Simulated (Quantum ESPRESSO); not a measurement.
# BPd4 (Pmm2) in Quantum ESPRESSO: band structure with PBEsol

Aim: the band structure of BPd4 with PBEsol.

All numbers are computed with Quantum ESPRESSO 7.5; they aren't measurements. Logs are shortened: lines on timing, memory, paths and dates and some standing lists are left out, and cuts for length are marked.

**1. Starting point**

Symmetry: Pmm2, No. 25, orthorhombic system. The conventional cell has a = 2.892 Å, b = 4.365 Å, c = 5.856 Å, α = 90.00°, β = 90.00°, γ = 90.00°. Pd (site symmetry mm2) has 1 B at 1.96 Å as nearest neighbours. Pd (site symmetry mm2) has 2 B at 2.03 Å as nearest neighbours. Pd (site symmetry mm2) is surrounded by 10 Pd at 2.73 to 3.07 Å. Pd (site symmetry mm2) has 2 B at 2.18 Å as nearest neighbours. B (site symmetry mm2) has 5 Pd at 1.96 to 2.18 Å as nearest neighbours.

The cell comes from a database or a generator and needn't be the stable form of this composition.

**2. Band structure, PBEsol**

pw.in reads:

```
&CONTROL
  calculation = 'scf'
  prefix = 'pwscf'
  outdir = './tmp'
  pseudo_dir = './pseudo'
  tprnfor = .true.
  tstress = .true.
  disk_io = 'low'
/
&SYSTEM
  ibrav = 0
  celldm(1) = 8
  nat = 5
  ntyp = 2
  ecutwfc = 45
  ecutrho = 360
  nbnd = 45
  occupations = 'smearing'
  smearing = 'fd'
  degauss = 0.00367493
/
&ELECTRONS
  conv_thr = 1d-09
  electron_maxstep = 120
  mixing_beta = 0.5
/
ATOMIC_SPECIES
Pd   106.4200 pd_pbesol_v1.4.uspp.F.UPF
B     10.8100 b_pbesol_v1.4.uspp.F.UPF
CELL_PARAMETERS alat
  0.6831430735332   0.0000000000000   0.0000000000000
  0.0000000000000   1.0310836581453   0.0000000000000
  0.0000000000000   0.0000000000000   1.3833539311922
ATOMIC_POSITIONS crystal
Pd     0.5000000000    0.0000000000    0.1975780000
Pd     0.0000000000    0.0000000000    0.6194700000
Pd     0.0000000000    0.5000000000    0.3291640000
Pd     0.5000000000    0.5000000000    0.8675610000
B      0.5000000000    0.0000000000    0.8632270000
K_POINTS automatic
9 6 5 0 0 0
```

bands.in reads:

```
&CONTROL
  calculation = 'bands'
  prefix = 'pwscf'
  outdir = './tmp'
  pseudo_dir = './pseudo'
  disk_io = 'low'
  verbosity = 'high'
/
&SYSTEM
  ibrav = 0
  celldm(1) = 8
  nat = 5
  ntyp = 2
  ecutwfc = 45
  ecutrho = 360
  nbnd = 45
  occupations = 'smearing'
  smearing = 'fd'
  degauss = 0.00367493
/
&ELECTRONS
  conv_thr = 1d-08
  electron_maxstep = 120
  mixing_beta = 0.5
  diago_full_acc = .true.
  startingwfc = 'random'
/
ATOMIC_SPECIES
Pd   106.4200 pd_pbesol_v1.4.uspp.F.UPF
B     10.8100 b_pbesol_v1.4.uspp.F.UPF
CELL_PARAMETERS alat
  0.6831430735332   0.0000000000000   0.0000000000000
  0.0000000000000   1.0310836581453   0.0000000000000
  0.0000000000000   0.0000000000000   1.3833539311922
ATOMIC_POSITIONS crystal
Pd     0.5000000000    0.0000000000    0.1975780000
Pd     0.0000000000    0.0000000000    0.6194700000
Pd     0.0000000000    0.5000000000    0.3291640000
Pd     0.5000000000    0.5000000000    0.8675610000
B      0.5000000000    0.0000000000    0.8632270000
K_POINTS crystal
60
 0.0000000000  0.0000000000  0.0000000000 1
 0.0833333333  0.0000000000  0.0000000000 1
 0.1666666667  0.0000000000  0.0000000000 1
 0.2500000000  0.0000000000  0.0000000000 1
 0.3333333333  0.0000000000  0.0000000000 1
 0.4166666667  0.0000000000  0.0000000000 1
 0.5000000000  0.0000000000  0.0000000000 1
 0.5000000000  0.1250000000  0.0000000000 1
 0.5000000000  0.2500000000  0.0000000000 1
 0.5000000000  0.3750000000  0.0000000000 1
 0.5000000000  0.5000000000  0.0000000000 1
 0.4166666667  0.5000000000  0.0000000000 1
 0.3333333333  0.5000000000  0.0000000000 1
 0.2500000000  0.5000000000  0.0000000000 1
 0.1666666667  0.5000000000  0.0000000000 1
 0.0833333333  0.5000000000  0.0000000000 1
 0.0000000000  0.5000000000  0.0000000000 1
 0.0000000000  0.3750000000  0.0000000000 1
 0.0000000000  0.2500000000  0.0000000000 1
 0.0000000000  0.1250000000  0.0000000000 1
 0.0000000000  0.0000000000  0.0000000000 1
 0.0000000000  0.0000000000  0.1666666667 1
 0.0000000000  0.0000000000  0.3333333333 1
 0.0000000000  0.0000000000  0.5000000000 1
 0.0714285714  0.0000000000  0.5000000000 1
 0.1428571429  0.0000000000  0.5000000000 1
 0.2142857143  0.0000000000  0.5000000000 1
 0.2857142857  0.0000000000  0.5000000000 1
 0.3571428571  0.0000000000  0.5000000000 1
 0.4285714286  0.0000000000  0.5000000000 1
 0.5000000000  0.0000000000  0.5000000000 1
 0.5000000000  0.1250000000  0.5000000000 1
 0.5000000000  0.2500000000  0.5000000000 1
 0.5000000000  0.3750000000  0.5000000000 1
 0.5000000000  0.5000000000  0.5000000000 1
 0.4285714286  0.5000000000  0.5000000000 1
 0.3571428571  0.5000000000  0.5000000000 1
 0.2857142857  0.5000000000  0.5000000000 1
 0.2142857143  0.5000000000  0.5000000000 1
 0.1428571429  0.5000000000  0.5000000000 1
 0.0714285714  0.5000000000  0.5000000000 1
 0.0000000000  0.5000000000  0.5000000000 1
 0.0000000000  0.4000000000  0.5000000000 1
 0.0000000000  0.3000000000  0.5000000000 1
 0.0000000000  0.2000000000  0.5000000000 1
 0.0000000000  0.1000000000  0.5000000000 1
 0.0000000000  0.0000000000  0.5000000000 1
 0.0000000000  0.5000000000  0.0000000000 1
 0.0000000000  0.5000000000  0.1666666667 1
 0.0000000000  0.5000000000  0.3333333333 1
 0.0000000000  0.5000000000  0.5000000000 1
 0.5000000000  0.0000000000  0.5000000000 1
 0.5000000000  0.0000000000  0.3333333333 1
 0.5000000000  0.0000000000  0.1666666667 1
 0.5000000000  0.0000000000  0.0000000000 1
 0.5000000000  0.5000000000  0.0000000000 1
 0.5000000000  0.5000000000  0.1250000000 1
 0.5000000000  0.5000000000  0.2500000000 1
 0.5000000000  0.5000000000  0.3750000000 1
 0.5000000000  0.5000000000  0.5000000000 1
```

Potentials or basis: GBRV 1.5 PBEsol.

Launch:

```
$ OMP_NUM_THREADS=1 mpirun -n 2 pw.x -nk 2 -in pw.in > pw.out
$ OMP_NUM_THREADS=1 mpirun -n 2 pw.x -nk 2 -in bands.in > bands.out
```

pw.out:

```text
This program is part of the open-source Quantum ESPRESSO suite
     for quantum simulation of materials; please cite
[... 13 lines left out ...]
     --------------------
     sticks:   dense  smooth     PW     G-vecs:    dense   smooth      PW
     Sum        1293     649    199                57515    20359    3441

     Using Slab Decomposition

     bravais-lattice index     =            0
     lattice parameter (alat)  =       8.0000  a.u.
     unit-cell volume          =     498.8946 (a.u.)^3
     number of atoms/cell      =            5
     number of atomic types    =            2
     number of electrons       =        67.00
     number of Kohn-Sham states=           45
     kinetic-energy cutoff     =      45.0000  Ry
     charge density cutoff     =     360.0000  Ry
     scf convergence threshold =      1.0E-09
     mixing beta               =       0.5000
     number of iterations used =            8  plain     mixing
     Exchange-correlation= SLA  PW   PSX  PSC
                           (   1   4  10   8   0   0   0)

     celldm(1)=   8.000000  celldm(2)=   0.000000  celldm(3)=   0.000000
     celldm(4)=   0.000000  celldm(5)=   0.000000  celldm(6)=   0.000000

     crystal axes: (cart. coord. in units of alat)
               a(1) = (   0.683143   0.000000   0.000000 )
               a(2) = (   0.000000   1.031084   0.000000 )
               a(3) = (   0.000000   0.000000   1.383354 )

     reciprocal axes: (cart. coord. in units 2 pi/alat)
               b(1) = (  1.463822  0.000000  0.000000 )
               b(2) = (  0.000000  0.969853  0.000000 )
               b(3) = (  0.000000  0.000000  0.722881 )

     PseudoPot. # 1 for Pd read from file:
     pd_pbesol_v1.4.uspp.F.UPF
     Pseudo is Ultrasoft + core correction, Zval = 16.0
     Generated by new atomic code, or converted to UPF format
     Using radial grid of  887 points,  6 beta functions with:
                l(1) =   0
                l(2) =   0
                l(3) =   1
                l(4) =   1
                l(5) =   2
                l(6) =   2
     Q(r) pseudized with  8 coefficients,  rinner =    1.130   1.130   1.130
                                                       1.130   1.130

     PseudoPot. # 2 for B  read from file:
     b_pbesol_v1.4.uspp.F.UPF
     Pseudo is Ultrasoft + core correction, Zval =  3.0
     Generated by new atomic code, or converted to UPF format
     Using radial grid of  781 points,  4 beta functions with:
                l(1) =   0
                l(2) =   0
                l(3) =   1
                l(4) =   1
     Q(r) pseudized with  8 coefficients,  rinner =    1.100   1.100   1.100

     atomic species   valence    mass     pseudopotential
     Pd               16.00   106.42000     Pd( 1.00)
     B                 3.00    10.81000     B ( 1.00)

      4 Sym. Ops. (no inversion) found

   Cartesian axes

     site n.     atom                  positions (alat units)
         1        Pd     tau(   1) = (   0.3415715   0.0000000   0.2733203  )
         2        Pd     tau(   2) = (   0.0000000   0.0000000   0.8569463  )
         3        Pd     tau(   3) = (   0.0000000   0.5155418   0.4553503  )
         4        Pd     tau(   4) = (   0.3415715   0.5155418   1.2001439  )
         5        B      tau(   5) = (   0.3415715   0.0000000   1.1941485  )

     number of k points=    60  Fermi-Dirac smearing, width (Ry)=  0.0037
                       cart. coord. in units 2pi/alat
        k(    1) = (   0.0000000   0.0000000   0.0000000), wk =   0.0074074
        k(    2) = (   0.0000000   0.0000000   0.1445762), wk =   0.0148148
        k(    3) = (   0.0000000   0.0000000   0.2891523), wk =   0.0148148
        k(    4) = (   0.0000000   0.1616422   0.0000000), wk =   0.0148148
        k(    5) = (   0.0000000   0.1616422   0.1445762), wk =   0.0296296
        k(    6) = (   0.0000000   0.1616422   0.2891523), wk =   0.0296296
[... 52 lines left out ...]
        k(   59) = (   0.6505876  -0.4849267   0.1445762), wk =   0.0296296
        k(   60) = (   0.6505876  -0.4849267   0.2891523), wk =   0.0296296

     Dense  grid:    57515 G-vectors     FFT dimensions: (  36,  50,  72)

     Smooth grid:    20359 G-vectors     FFT dimensions: (  24,  36,  48)

     Initial potential from superposition of free atoms

     starting charge      64.9997, renormalised to      67.0000

     negative rho (up, down):  3.031E-01 0.000E+00
     Starting wfcs are   52 randomized atomic wfcs

     Self-consistent Calculation

     iteration #  1     ecut=    45.00 Ry     beta= 0.50
     Davidson diagonalization with overlap
     ethr =  1.00E-02,  avg # of iterations =  4.0

     negative rho (up, down):  3.001E-01 0.000E+00

     total energy              =    -797.17199818 Ry
     estimated scf accuracy    <       8.85628914 Ry

     iteration #  2     ecut=    45.00 Ry     beta= 0.50
     Davidson diagonalization with overlap
     ethr =  1.00E-02,  avg # of iterations =  2.0
[... 105 lines left out ...]
     iteration # 14     ecut=    45.00 Ry     beta= 0.50
     Davidson diagonalization with overlap
     ethr =  9.66E-12,  avg # of iterations =  2.5

     negative rho (up, down):  3.072E-01 0.000E+00

     End of self-consistent calculation

          k = 0.0000 0.0000 0.0000 (  2537 PWs)   bands (ev):

   -35.2387 -35.0932 -35.0907 -34.8927 -34.7319 -34.6780 -34.5816 -34.2592
   -34.1905 -34.0780 -33.9709 -33.9348   5.8464   9.8322  10.0553  10.7545
    10.7831  11.3194  11.5191  11.8397  12.1529  12.3581  12.4462  13.1447
    13.2016  13.2031  13.4089  13.5446  13.8802  13.9601  14.1453  14.5182
    14.7975  15.0216  15.4071  15.7521  20.6433  20.7514  21.2621  21.6924
    24.0298  25.1155  27.3219  29.0026  29.1878

          k = 0.0000 0.0000 0.1446 (  2542 PWs)   bands (ev):
[... 523 lines left out ...]
   -35.2355 -35.2092 -35.0940 -34.8680 -34.7136 -34.6943 -34.6915 -34.3089
   -34.2446 -34.0842 -34.0768 -33.9236   8.0010   9.4923   9.7450  10.6415
    10.8406  11.3125  11.8260  12.0254  12.0335  12.6211  12.6321  12.9569
    13.1265  13.4564  13.6377  14.0215  14.2985  14.5332  14.6540  15.0899
    15.1009  16.4315  17.0268  17.6829  17.7953  19.3636  20.0122  22.2431
    24.0411  25.7788  25.9912  27.0015  27.4641

     the Fermi energy is    15.3165 ev

!    total energy              =    -800.90057620 Ry
     estimated scf accuracy    <          9.7E-11 Ry
     smearing contrib. (-TS)   =      -0.00187745 Ry
     internal energy E=F+TS    =    -800.89869876 Ry

     The total energy is F=E-TS. E is the sum of the following terms:
     one-electron contribution =    -238.05147138 Ry
     hartree contribution      =     168.24325028 Ry
     xc contribution           =    -127.30311256 Ry
     ewald contribution        =    -603.78736510 Ry

     convergence has been achieved in  14 iterations

     negative rho (up, down):  3.072E-01 0.000E+00

     Forces acting on atoms (cartesian axes, Ry/au):

     atom    1 type  1   force =     0.00000000    0.00000000   -0.00647094
     atom    2 type  1   force =     0.00000000    0.00000000    0.00069525
     atom    3 type  1   force =     0.00000000    0.00000000   -0.00087231
     atom    4 type  1   force =     0.00000000    0.00000000    0.00503587
     atom    5 type  2   force =     0.00000000    0.00000000    0.00161213

     Total force =     0.008431     Total SCF correction =     0.000042

     Computing stress (Cartesian axis) and pressure

     negative rho (up, down):  3.072E-01 0.000E+00
          total   stress  (Ry/bohr**3)                   (kbar)     P=      -83.17
  -0.00058717   0.00000000   0.00000000          -86.38        0.00        0.00
   0.00000000  -0.00054863   0.00000000            0.00      -80.71        0.00
   0.00000000   0.00000000  -0.00056029            0.00        0.00      -82.42

=------------------------------------------------------------------------------=
   JOB DONE.
=------------------------------------------------------------------------------=
```

It took 99 s on 2 MPI ranks of Intel Xeon Platinum 8488C (Sapphire Rapids), shared host; peak memory 0.44 GiB.

What came out:

* Free energy: -10896.8075 eV
* Pressure: -8.3 GPa
* Largest force: 0.166 eV/Å
* Band gap on the k mesh: none (metal or under the smearing width)

Forces in eV/Å, atoms in the order of the input:
```
Pd   0.000  0.000 -0.166
Pd   0.000  0.000  0.018
Pd   0.000  0.000 -0.022
Pd   0.000  0.000  0.129
B    0.000  0.000  0.041
```

Levels at the corners of the path, in eV from the Fermi level:
```tsv
point	band 30	band 31	band 32	band 33	band 34	band 35	band 36	band 37
Γ	-1.36	-1.17	-0.80	-0.52	-0.29	0.09	0.44	5.33
X	-0.61	-0.58	-0.28	0.43	0.46	1.80	2.57	3.42
S	-0.74	-0.34	-0.03	0.81	1.47	2.35	2.37	3.03
Y	-1.44	-0.97	-0.85	-0.83	-0.74	-0.43	1.35	2.27
Γ	-1.36	-1.17	-0.80	-0.52	-0.29	0.09	0.44	5.33
Z	-1.28	-1.23	-1.07	-0.81	0.07	1.64	1.94	4.48
U	-0.60	-0.56	-0.27	0.03	0.56	1.57	2.44	2.81
R	-0.66	-0.60	-0.16	-0.15	1.04	2.18	2.36	2.66
T	-1.17	-0.93	-0.86	-0.83	-0.44	-0.42	-0.10	3.32
Z	-1.28	-1.23	-1.07	-0.81	0.07	1.64	1.94	4.48
Y	-1.44	-0.97	-0.85	-0.83	-0.74	-0.43	1.35	2.27
T	-1.17	-0.93	-0.86	-0.83	-0.44	-0.42	-0.10	3.32
U	-0.60	-0.56	-0.27	0.03	0.56	1.57	2.44	2.81
X	-0.61	-0.58	-0.28	0.43	0.46	1.80	2.57	3.42
S	-0.74	-0.34	-0.03	0.81	1.47	2.35	2.37	3.03
R	-0.66	-0.60	-0.16	-0.15	1.04	2.18	2.36	2.66
```
